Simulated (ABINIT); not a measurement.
CoPtO2, 4 atoms in the cell. It takes space group R-3m (No. 166, trigonal). Conventional cell: a = 2.825 Å, b = 2.825 Å, c = 17.818 Å, α = 90.00°, β = 90.00°, γ = 120.00°. Pt (site symmetry -3m) is surrounded by 2 O at 2.00 Å. Around Co (site symmetry -3m) lie 6 O at 1.90 Å. O (site symmetry 3m) is surrounded by 3 Co at 1.90 Å and 1 Pt at 2.00 Å. The cell is a database's computed one.

```yaml
Program: ABINIT 10.8.3 (patched build)
Task: band structure
Functional: PBEsol
Potentials_or_basis: JTH PAW PBE v2.0
Cutoff: 707 eV
k_mesh: 6 × 6 × 6
Occupations: fermi-dirac, width 0.05 eV
Spin: collinear spin, ferromagnetic start
Starting_moments: "[0.0, 2.0, 0.0, 0.0] μB"
Fine-grid_cutoff: 1306.15 eV
```

Potentials or basis: JTH PAW PBE v2.0.

Launch:

```console
$ abinit run.abi > log 2>&1
```

Hardware: 1 thread of Arm Neoverse V1, with other jobs on the host.

Q: Estimate the wall time of this run.

A: Run time: 17 min on 1 thread of Arm Neoverse V1 (shared host), peak memory 0.48 GiB. Counts: scf iterations 29, mpi ranks 1, k points 32, bands 24, plane waves 1772.
